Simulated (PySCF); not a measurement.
# [Gd(PH3)]2+: shape, vibrations and bonding

Aim: find the relaxed shape of [Gd(PH3)]2+, test it by its vibrations, and read charges and levels. The structure is generated, not taken from experiment.

Program: PySCF 2.14.0. Level of theory: PBE0, Gd lcecp-0-SVP with ECP54, P def2-SVP, H def2-SVP; scalar-relativistic core potentials, no spin–orbit coupling. These are calculated values, not measurements.

1 further run of the same task is left out (for a known fault of the program).

### 1 Where the work starts

5 atoms, charge 2, spin multiplicity 1.

Bond lengths: Gd1–P2 3.072 Å, P2–H3 1.420 Å, P2–H4 1.420 Å, P2–H5 1.420 Å. Angles: Gd1–P2–H3 121.6°, Gd1–P2–H4 121.6°, Gd1–P2–H5 121.6°, H3–P2–H4 95.1°, H3–P2–H5 95.1°, H4–P2–H5 95.1°.

As a file:

```xyz
5
charge 2, multiplicity 1
Gd    0.0000    0.0000    0.0000
P     0.0000    0.0000    3.0725
H     1.2100    0.0000    3.8157
H    -0.6050    1.0479    3.8157
H    -0.6050   -1.0479    3.8157
```

Formal oxidation states: Gd +2. Each metal's 8 4f electrons lie in its core potential, so multiplicities, spins and levels count the valence alone. For divalent La, Ce, Gd or Lu the extra electron is normally 5d or 6s, so this core forces an excited configuration.

### 2 SCF at the start, singlet

File run.py (the lines that set the calculation):

```python
mol = gto.M(atom='''
Gd     0.00000     0.00000     0.00000
P      0.00000     0.00000     3.07250
H      1.21000     0.00000     3.81570
H     -0.60500     1.04790     3.81570
H     -0.60500    -1.04790     3.81570''',
    basis={'Gd': 'lcecp-0-SVP', 'P': 'def2-SVP', 'H': 'def2-SVP'},
    ecp={'Gd': 'lcecp-0-SVP'},
    charge=2, spin=0)
mf = dft.RKS(mol, xc='PBE0')
mf.grids.atom_grid = (50, 194)  # f atoms: unpruned, at least (60, 302)
mf = mf.density_fit()  # fitting sets: Gd AutoAux, P def2-universal-JKFIT, H def2-universal-JKFIT
mf.conv_tol = 1e-08; mf.max_cycle = 55
mf.kernel(dm0)  # dm0: free metal ions and neutral atoms
```

Command:

```console
> OMP_NUM_THREADS=2 python run.py
```

The program printed:

```text
init E= -372.133680888299
cycle= 1 E= -372.185302365091  delta_E= -0.0516  |g|= 0.211  |ddm|= 1.74
cycle= 2 E= -372.194577318013  delta_E= -0.00927  |g|= 0.167  |ddm|= 0.468
cycle= 3 E= -372.20494890027  delta_E= -0.0104  |g|= 0.0113  |ddm|= 0.201
cycle= 4 E= -372.204990153762  delta_E= -4.13e-05  |g|= 0.00426  |ddm|= 0.0259
cycle= 5 E= -372.20499630752  delta_E= -6.15e-06  |g|= 0.000288  |ddm|= 0.00674
cycle= 6 E= -372.204996342517  delta_E= -3.5e-08  |g|= 4.27e-05  |ddm|= 0.000517
cycle= 7 E= -372.20499634322  delta_E= -7.03e-10  |g|= 4.83e-06  |ddm|= 8.76e-05
Extra cycle  E= -372.204996343231  delta_E= -1.09e-11  |g|= 2.56e-06  |ddm|= 1.29e-05
converged SCF energy = -372.204996343231
```

Run time: 1.3 s. Hardware: 2 threads of Arm Neoverse V2, shared host; peak memory 0.37 GiB.

Result: E = -372.204996 Eh, frontier levels not given, since the 4f levels lie in the core, Mulliken charge on Gd1 +1.66 e. 

### 3 Relaxation, singlet

Steps are kept in the start's point group, C3v.

File run.py (the lines that set the calculation):

```python
mol = gto.M(atom='''
Gd     0.00000     0.00000    -0.55598
P      0.00000     0.00000     2.51652
H      1.21001     0.00000     3.25972
H     -0.60500     1.04790     3.25972
H     -0.60501    -1.04789     3.25972''',
    basis={'Gd': 'lcecp-0-SVP', 'P': 'def2-SVP', 'H': 'def2-SVP'},
    ecp={'Gd': 'lcecp-0-SVP'},
    charge=2, spin=0)
mf = dft.RKS(mol, xc='PBE0')
mf.grids.atom_grid = (50, 194)  # f atoms: unpruned, at least (60, 302)
mf = mf.density_fit()  # fitting sets: Gd AutoAux, P def2-universal-JKFIT, H def2-universal-JKFIT
mf.conv_tol = 1e-08; mf.max_cycle = 55
mf.kernel(dm0)  # dm0: an SCF of this state at this start
# quasi-Newton relaxation in Cartesian coordinates to a largest gradient under 0.00045 Eh/bohr, steps kept in the point group
```

Command:

```console
> OMP_NUM_THREADS=2 python run.py
```

The driver keeps no SCF log for this step, only its results.

Wall time 5.1 s (2 threads of Arm Neoverse V2, shared host).

The steps of the relaxation:

```tsv
step	energy from step 1 (eV)	largest force component (eV/Å)
1	0.0000	1.0582
2	-0.0639	0.5659
3	-0.0737	0.1343
4	-0.0741	0.0231
5	-0.0741	0.0150
```

Close pairs (by a distance rule), those that changed most:

```tsv
bond	before (Å)	after (Å)	change (Å)
Gd1–P2	3.073	3.124	+0.051
P2–H5	1.420	1.418	-0.002
P2–H4	1.420	1.418	-0.002
P2–H3	1.420	1.418	-0.002
```

It ends in C3v at E = -372.207720 Eh.

```tsv
atom	x (Å)	y (Å)	z (Å)
Gd1	0.0000	0.0000	-0.5316
P2	0.0000	0.0000	2.5922
H3	1.2685	0.0000	3.2264
H4	-0.6342	1.0985	3.2264
H5	-0.6342	-1.0985	3.2264
```

### 4 The relaxed geometry turned into its symmetry frame

File run.py (the lines that set the calculation):

```python
mol = gto.M(atom='''
Gd     0.00000     0.00000    -0.56333
P      0.00000     0.00000     2.56040
H      1.26846     0.00000     3.19462
H     -0.63422     1.09852     3.19462
H     -0.63423    -1.09851     3.19462''',
    basis={'Gd': 'lcecp-0-SVP', 'P': 'def2-SVP', 'H': 'def2-SVP'},
    ecp={'Gd': 'lcecp-0-SVP'},
    charge=2, spin=0)
mf = dft.RKS(mol, xc='PBE0')
mf.grids.atom_grid = (50, 194)  # f atoms: unpruned, at least (60, 302)
mf = mf.density_fit()  # fitting sets: Gd AutoAux, P def2-universal-JKFIT, H def2-universal-JKFIT
mf.conv_tol = 1e-08; mf.max_cycle = 55
mf.kernel(dm0)  # dm0: free metal ions and neutral atoms
```

Command:

```console
> OMP_NUM_THREADS=2 python run.py
```

The program printed:

```text
init E= -372.131522291479
cycle= 1 E= -372.189388639377  delta_E= -0.0579  |g|= 0.205  |ddm|= 1.76
cycle= 2 E= -372.200069407683  delta_E= -0.0107  |g|= 0.144  |ddm|= 0.422
cycle= 3 E= -372.207672347873  delta_E= -0.0076  |g|= 0.0113  |ddm|= 0.171
cycle= 4 E= -372.207713702924  delta_E= -4.14e-05  |g|= 0.00437  |ddm|= 0.0281
cycle= 5 E= -372.207720189346  delta_E= -6.49e-06  |g|= 0.000283  |ddm|= 0.0068
cycle= 6 E= -372.207720224996  delta_E= -3.56e-08  |g|= 4.7e-05  |ddm|= 0.000587
cycle= 7 E= -372.2077202259  delta_E= -9.04e-10  |g|= 5.11e-06  |ddm|= 0.000106
Extra cycle  E= -372.207720225916  delta_E= -1.61e-11  |g|= 2.39e-06  |ddm|= 1.57e-05
converged SCF energy = -372.207720225916
```

Wall time 0.4 s (2 threads of Arm Neoverse V2, shared host).

Result: E = -372.207720 Eh, frontier levels not given, since the 4f levels lie in the core, Mulliken charge on Gd1 +1.64 e. 

### 5 Frequencies and infrared intensities

Edit run.py (the lines that set the calculation) of step 4 so:

```diff
@@ -12,3 +12,4 @@
 mf = mf.density_fit()  # fitting sets: Gd AutoAux, P def2-universal-JKFIT, H def2-universal-JKFIT
-mf.conv_tol = 1e-08; mf.max_cycle = 55
-mf.kernel(dm0)  # dm0: free metal ions and neutral atoms
+mf.conv_tol = 1e-10; mf.max_cycle = 55
+mf.kernel(dm0)  # dm0: the density of the relaxed state
+# Hessian and dipole derivatives by central differences of gradients, 0.02 bohr
```

Command:

```console
> OMP_NUM_THREADS=2 python run.py
```

The driver keeps no SCF log for this step, only its results.

Wall time 9.7 s (2 threads of Arm Neoverse V2, shared host).

Point group C3v; negative numbers are unstable modes, and those under 60 cm⁻¹ are near the numerical noise:

```tsv
cm⁻¹	km/mol	symmetry
174	4.0	a1
335	9.5	e
335	9.5	e
930	30.4	a1
1080	0.7	e
1080	0.7	e
2466	23.1	a1
2495	18.9	e
2495	18.9	e
```

### 6 Properties on a finer grid

File run.py (the lines that set the calculation):

```python
mol = gto.M(atom='''
Gd     0.00000     0.00000    -0.53157
P      0.00000     0.00000     2.59216
H      1.26846     0.00000     3.22638
H     -0.63422     1.09852     3.22638
H     -0.63423    -1.09851     3.22638''',
    basis={'Gd': 'lcecp-0-SVP', 'P': 'def2-SVP', 'H': 'def2-SVP'},
    ecp={'Gd': 'lcecp-0-SVP'},
    charge=2, spin=0)
mf = dft.RKS(mol, xc='PBE0')
mf.grids.atom_grid = (75, 302)  # f atoms: unpruned, at least (60, 302)
mf = mf.density_fit()  # fitting sets: Gd AutoAux, P def2-universal-JKFIT, H def2-universal-JKFIT
mf.conv_tol = 1e-09; mf.max_cycle = 55
mf.kernel(dm0)  # dm0: the density of the relaxed state
```

Command:

```console
> OMP_NUM_THREADS=2 python run.py
```

The program printed:

```text
init E= -372.207707139576
cycle= 1 E= -372.207707140171  delta_E= -5.95e-10  |g|= 4.24e-06  |ddm|= 0.000133
Extra cycle  E= -372.207707140177  delta_E= -6.25e-12  |g|= 1.78e-06  |ddm|= 1.29e-05
converged SCF energy = -372.207707140177
```

Wall time 3.1 s (2 threads of Arm Neoverse V2, shared host).

Read off: E = -372.207707 Eh, frontier levels not given, since the 4f levels lie in the core, Mulliken charge on Gd1 +1.64 e, largest force component 0.017 eV/Å. 

Löwdin charges:

```tsv
atom	value (e)
Gd1	1.48
P2	0.37
H3	0.05
H4	0.05
H5	0.05
```

Mulliken charges: Gd1 +1.64, P2 -0.12, H3 +0.16, H4 +0.16, H5 +0.16 e.

Contacts (the nearest donor of each ligand) and Mayer bond orders:

```tsv
contact	distance (Å)	bond order
Gd1–P2 (PH3)	3.124	0.57
```

Mulliken populations of Gd1 outside the core potential: s 2.15, p 6.06, d 0.16, f 0.00.

### 7 Summary of results

```
                                              quantity                                                           value
                                 state and point group                                     singlet in the valence, C3v
                                                 modes                                 174 to 2495 cm⁻¹, none unstable
strongest infrared band (modes within 1.5 cm⁻¹ summed)                                           2495 cm⁻¹ (38 km/mol)
                                     zero-point energy                                                        0.706 eV
                               ideal gas, 298 K, 1 bar                                  S = 305.0, Cp = 59.0 J/(mol K)
                                 metal–ligand contacts                                                          3.12 Å
                                       frontier levels  frontier levels not given, since the 4f levels lie in the core
                       dipole about the centre of mass                                                          0.22 D
                                   mean polarisability                                                          5.7 Å³
```

All modes are real, so the structure is a minimum. The metal carries +1.48 e by Löwdin's partition against a formal +2, and bond orders to the nearest donors reach 0.57. Both measures hang on the basis. One start shape was tried, so another isomer may lie lower. The bases are small and lack diffuse functions. Spin–orbit coupling is left out.
